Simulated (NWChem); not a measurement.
# C2H3F3 (SMILES FCC(F)F): TPSSh/jun-cc-pV(D+d)Z

What is the electronic atomisation energy of C2H3F3 at TPSSh/jun-cc-pV(D+d)Z? 

The calculation is run with NWChem 7.3.0.

### Step 1. Starting point

C2H3F3 has 8 atoms, charge 0, and is taken as a singlet. SMILES: `FCC(F)F`. The coordinates come from a PBE0-D4/def2-TZVP relaxation.

Bond lengths: F1–C2 1.372 Å, C2–C3 1.509 Å, C3–F4 1.352 Å, C3–F5 1.356 Å, C2–H6 1.093 Å, C2–H7 1.093 Å, C3–H8 1.095 Å. Some angles: F1–C2–C3 109.3°, C2–C3–F4 110.4°, C2–C3–F5 108.3°, F4–C3–F5 107.9°, F1–C2–H6 109.4°, F1–C2–H7 109.2°, C3–C2–H6 109.5°, C3–C2–H7 109.4°, C2–C3–H8 113.0°, F4–C3–H8 108.2°.

### Step 2. A single-point energy at TPSSh/jun-cc-pV(D+d)Z (run 1)

mol.nw

```
START mol
TITLE "C2H3F3"
memory total 2200 mb

GEOMETRY units angstrom noautosym nocenter noautoz
F     -1.142800    -0.681000     1.163100
C     -0.188200     0.195100     0.711800
C      0.172900    -0.152400    -0.711300
F      0.824200    -1.335800    -0.756500
F      1.011700     0.803600    -1.182200
H      0.701700     0.118900     1.342500
H     -0.588500     1.211500     0.747300
H     -0.698800    -0.217000    -1.370500
END

BASIS spherical bse
* library "jun-cc-pV(D+d)Z"
END

DFT
xc xctpssh
grid fine
convergence energy 1e-08
iterations 100
mulliken
print low
END

TASK dft
```

Run with:

```
$ nwchem mol.nw > mol.out
```

Output:

```text
Northwest Computational Chemistry Package (NWChem) 7.3.0
             --------------------------------------------------------

           Job information
           ---------------

    nwchem branch   = 7.3.0
    use scalapack   = T
    input           = mol.nw
    prefix          = mol.
    data base       = ./mol.db
    status          = startup
    nproc           =        1

           Memory information
           ------------------

    heap     =     72089600 doubles =      550.0 Mbytes
    stack    =     72089597 doubles =      550.0 Mbytes
    global   =    144179200 doubles =     1100.0 Mbytes (distinct from heap & stack)
    total    =    288358397 doubles =     2200.0 Mbytes
    verify   = yes
    hardfail = no

           Directory information
           ---------------------

  0 permanent = .
  0 scratch   = .

                                NWChem Input Module
                                -------------------

                                      C2H3F3
                                      ------

[... 25 lines left out ...]
            Nuclear Dipole moment (a.u.)
[... 95 lines left out ...]
   convergence    iter        energy       DeltaE   RMS-Dens  Diis-err    time
[... 13 lines left out ...]
         Total DFT energy =     -377.575430519875
      One electron energy =     -902.129759848927
           Coulomb energy =      376.569441474992
    Exchange-Corr. energy =      -43.374911592997
 Nuclear repulsion energy =      191.359799447058
[... 1 line left out ...]
 Numeric. integr. density =       42.000000319298

     Total iterative time =     27.6s

     ---------------------------------------------
      Total Density - Mulliken Population Analysis
     ---------------------------------------------

    Atom       Charge   Shell Charges
 -----------   ------   -------------------------------------------------------
    1 F    9     9.20   2.01  0.90  1.01  0.03  3.33  1.86  0.06  0.01
    2 C    6     6.06   2.01  0.69  0.40  0.18  2.03  0.63  0.00  0.12
    3 C    6     5.68   2.01  0.71  0.34 -0.03  1.95  0.50 -0.02  0.22
[... 4 lines of this table left out ...]
    8 H    1     0.91   0.77  0.12  0.02

     -------------------------------------------
      Total Density - Lowdin Population Analysis
     -------------------------------------------

    Atom       Charge   Shell Charges
 -----------   ------   -------------------------------------------------------
    1 F    9     9.16   1.92  0.92  0.77  0.14  3.18  1.95  0.28  0.01
    2 C    6     5.99   1.88  0.56  0.31  0.08  1.82  0.94  0.10  0.31
    3 C    6     5.98   1.88  0.56  0.28  0.08  1.75  0.82  0.09  0.51
[... 4 lines of this table left out ...]
    8 H    1     0.88   0.62  0.19  0.08

 Task  times  cpu:       28.4s     wall:       28.4s
 Total times  cpu:       28.5s     wall:       28.5s
```

Run time: 29 s. Hardware: 1 thread of AMD EPYC 7R43 (Zen 3), shared host; peak memory 0.11 GiB.

### Step 3. The C atom (run 2)

c.nw

```
start c
memory total 2200 mb
charge 0
geometry units angstroms noautosym nocenter noautoz
C        0.000000       0.000000       0.000000
end
basis "ao basis" spherical bse
* library "jun-cc-pV(D+d)Z"
end
dft
xc xctpssh
mult 3
grid fine
convergence energy 1e-08
iterations 100
mulliken
print low
end
task dft
```

Run the same way, it converges to -37.85733 Eh (log not shown).

### Step 4. The F atom, same level (run 3)

f.nw

```
start f
title "F"
memory 2200 mb

geometry units bohr noautosym nocenter noautoz
F      0.00000000     0.00000000     0.00000000
end

basis spherical bse
F library "jun-cc-pV(D+d)Z"
end

dft
xc xctpssh
mult 2
grid fine
convergence energy 1e-08
iterations 100
mulliken
noprint "final vectors analysis"
end

task dft energy
```

Run the same way, it converges to -99.73641 Eh (log not shown).

### Step 5. The H atom (run 4)

m1.xyz

```xyz
1
H TPSSh
H      0.000000     0.000000     0.000000
```

m1.nw

```
start m1
title "H TPSSh"
memory 2200 mb
geometry noautosym nocenter noautoz
  load format xyz m1.xyz
end
basis spherical bse
  * library "jun-cc-pV(D+d)Z"
end
dft
  xc xctpssh
  mult 2
  grid fine
  convergence energy 1e-08
  iterations 100
  mulliken
  noprint "final vectors analysis"
end
task dft
```

Run the same way, it converges to -0.49926 Eh (log not shown).

### Step 6. The series

```
run                   level  partner  energy (Eh)  wall time
  1   TPSSh/jun-cc-pV(D+d)Z     base  -377.575431       29 s
  2  UTPSSh/jun-cc-pV(D+d)Z    atoms   -37.857326        1 s
  3  UTPSSh/jun-cc-pV(D+d)Z    atoms   -99.736407      1.1 s
  4  UTPSSh/jun-cc-pV(D+d)Z    atoms    -0.499259      0.7 s
```

### Step 7. Results

At TPSSh/jun-cc-pV(D+d)Z:

| quantity | value |
| --- | --- |
| H atom: total energy | -0.49926 Eh |
| H atom: ⟨S²⟩ | 0.750 |
| electronic atomisation energy | 31.396 eV |

Taking the molecule apart into free atoms costs 31.40 eV (3029 kJ/mol), before zero-point energy and without spin-orbit coupling. All runs together took 32 s, the longest 29 s.
